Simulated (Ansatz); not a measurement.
# AlAsH4 (triplet): wave-function methods side by side, cc-pVTZ

One table from this session's results is given with a row withheld; the runs are named, their logs left out.

Computed with Ansatz 0.2.0, Gaussian basis. Level: cc-pVTZ, core rule «outside noble gas», up to 19 orbitals frozen.

The runs, in order: UHF; CCSD(T) on ROHF; CCSD(T) on UHF; BCCD(T) on ROHF; CCSDT(Q) on ROHF.

4 further runs of the same task are left out: 4 set aside as unsound or not needed.

### The geometry

The geometry is a PBE0/def2-TZVP stationary point (not a proven minimum). No spin-orbit coupling is included. The filled d shell of As may be among the frozen orbitals whatever the setting's name suggests; the logs give the count.

6 atoms, charge 0, spin multiplicity 3.

Atoms are counted from 1 here; the program's logs count them from 0.

Bond lengths: Al1–As2 2.581 Å, Al1–H3 1.654 Å, Al1–H4 1.596 Å, As2–H5 1.515 Å, As2–H6 1.519 Å. Angles: As2–Al1–H3 68.2°, As2–Al1–H4 107.6°, H3–Al1–H4 115.2°, Al1–As2–H5 104.4°, Al1–As2–H6 109.8°, H5–As2–H6 94.7°.

Set-up of the first run:

in.yaml

```yaml
crystal:
  periodic: [false, false, false]
  atoms:
    - {symbol: Al, position_ang: [0.058135, 0.092227, 1.881599]}
    - {symbol: As, position_ang: [0.016062, -0.047512, -0.695616]}
    - {symbol: H, position_ang: [-1.091638, 1.087023, 1.230058]}
    - {symbol: H, position_ang: [-0.486338, -1.297543, 2.448035]}
    - {symbol: H, position_ang: [0.248803, 1.377499, -1.155199]}
    - {symbol: H, position_ang: [-1.420944, -0.104175, -1.185263]}
basis:
  gaussian: {orbitals: cc-pVTZ}
magnetization: {spin_polarized: true, initial_magnetization: 2}
hamiltonian: {xc: hf}
output: {orbitals: {seedname: orbitals}}
```

Run with:

```console
$ ansatz run in.yaml --threads 1 --pin off --events-out ev --progress --plain --max-ram 4096MiB --backend cpu
```

Among the steps run: UHF; CCSD(T) on ROHF; CCSD(T) on UHF; BCCD(T) on ROHF; CCSDT(Q) on ROHF.

One table of the session follows, with a row left open; its other results are not shown here.

| method | from RCCSDT(Q) (meV) |
| --- | --- |
| ROHF | +7252.5 |
| UHF | +7096.5 |
| RMP2 | +1415.0 |
| UMP2 | +1424.9 |
| RCCSD | ? |
| UCCSD | +284.8 |
| RCCSD(T) | +51.1 |
| UCCSD(T) | +49.0 |
| BCCD(T) | +49.6 |
| RCCSDT | +9.9 |
| RCCSDT(Q) | 0 |

**Question.** Estimate the row for RCCSD.

As computed: from RCCSDT(Q) (meV): +291.8. In the column «from RCCSDT(Q) (meV)» it lies between UCCSD (+284.8) and RMP2 (+1415.0).

With the free atoms at the same levels and basis (separate runs), the atomisation energy is 11.488 eV at RCCSDT(Q), 11.468 eV at RCCSD(T), 11.451 eV at UCCSD(T), 8.215 eV at ROHF.

Limits of these values: Restricted and unrestricted rows rest on different reference determinants; where their highest levels disagree by more than a few hundredths of an eV, they describe different states and don't form one ladder.
